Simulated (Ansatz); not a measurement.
# C₄H₁₂Hf: basis-set convergence

How large a basis does C₄H₁₂Hf need? Two functionals are run in growing sets.

Computed with Ansatz 0.2.0, Gaussian basis. Level: one geometry, several basis sets.

Levels to be run: PBE0-D4/def2-SVP; ωB97M-V/def2-SVP; PBE0-D4/def2-QZVPP; ωB97M-V/def2-QZVPP; the functionals' def2-TZVPP values are taken from earlier runs.

1 further run of the same task is left out (for a known fault of the program).

**1. The geometry**

All runs share one geometry, relaxed beforehand with PBE0-D4 in a triple-zeta def2 set. Hf takes the def2 core potential; no spin-orbit term is included.

SMILES `[CH3][Hf]([CH3])([CH3])[CH3]`, 17 atoms, charge 0, spin multiplicity 1.

Atoms are counted from 1 here; the program's logs count them from 0.

Bond lengths: C1–Hf2 2.217 Å, C1–H6 1.097 Å, C1–H7 1.097 Å, C1–H8 1.097 Å, Hf2–C3 2.217 Å, Hf2–C4 2.217 Å, Hf2–C5 2.217 Å, C3–H9 1.098 Å, C3–H10 1.098 Å, C3–H11 1.098 Å, C4–H12 1.097 Å, C4–H13 1.097 Å, C4–H14 1.097 Å, C5–H15 1.097 Å, C5–H16 1.098 Å, C5–H17 1.098 Å. Angles: Hf2–C1–H6 111.6°, Hf2–C1–H7 111.7°, Hf2–C1–H8 111.7°, H6–C1–H7 107.2°, H6–C1–H8 107.2°, H7–C1–H8 107.2°, C1–Hf2–C3 109.5°, C1–Hf2–C4 109.5°, C1–Hf2–C5 109.5°, C3–Hf2–C4 109.5°, C3–Hf2–C5 109.5°, C4–Hf2–C5 109.5°, Hf2–C3–H9 111.7°, Hf2–C3–H10 111.7°, Hf2–C3–H11 111.7°, H9–C3–H10 107.2°, H9–C3–H11 107.2°, H10–C3–H11 107.2° and more.

**2. PBE0-D4 in def2-SVP**

in.yaml reads:

```yaml
crystal:
  periodic: [false, false, false]
  atoms:
    - {symbol: C, position_ang: [-1.140225, 0.636449, 1.791661]}
    - {symbol: Hf, position_ang: [-0.000151, -0.000173, -0.000059]}
    - {symbol: C, position_ang: [1.959663, 1.035776, -0.035598]}
    - {symbol: C, position_ang: [0.324185, -2.192232, 0.070785]}
    - {symbol: C, position_ang: [-1.143789, 0.519864, -1.826876]}
    - {symbol: H, position_ang: [-0.601103, 1.402348, 2.363500]}
    - {symbol: H, position_ang: [-1.328436, -0.203857, 2.471871]}
    - {symbol: H, position_ang: [-2.115917, 1.060065, 1.521587]}
    - {symbol: H, position_ang: [2.112218, 1.644790, 0.864623]}
    - {symbol: H, position_ang: [2.047708, 1.706558, -0.899890]}
    - {symbol: H, position_ang: [2.793303, 0.324063, -0.091038]}
    - {symbol: H, position_ang: [-0.062992, -2.688508, -0.828271]}
    - {symbol: H, position_ang: [-0.176835, -2.647989, 0.934340]}
    - {symbol: H, position_ang: [1.390403, -2.441400, 0.145357]}
    - {symbol: H, position_ang: [-1.437335, -0.375712, -2.389257]}
    - {symbol: H, position_ang: [-2.063619, 1.068297, -1.586785]}
    - {symbol: H, position_ang: [-0.557097, 1.151661, -2.505950]}
basis:
  gaussian: {orbitals: def2-SVP}
hamiltonian: {xc: pbe0, dispersion: d4}
output: {orbitals: {seedname: orbitals}}
```

The run is started by

```
> ansatz run in.yaml --threads 2 --pin off --events-out ev --progress --plain --max-ram 22528MiB --backend cpu
```

Further steps of the session: ωB97M-V in def2-SVP; PBE0-D4 in def2-QZVPP; ωB97M-V in def2-QZVPP.

Before running them: what should the planned runs give, taken together? Wanted: PBE0-D4: double and triple zeta above quadruple; ωB97M-V: double and triple zeta above quadruple.

**Answer**, as computed:

```
                                       quantity          value
PBE0-D4: double and triple zeta above quadruple  5.62, 0.30 eV
ωB97M-V: double and triple zeta above quadruple  6.06, 0.29 eV
```

**Reading.** For PBE0-D4 the step from double to triple zeta gains 5.33 eV and the next only 0.30 eV. Total energies overstate the basis error of differences, where much of it tends to cancel. The LUMO of ωB97M-V is positive and keeps falling with the basis (1.53 to 0.68 eV): an unbound level that the basis holds in place.
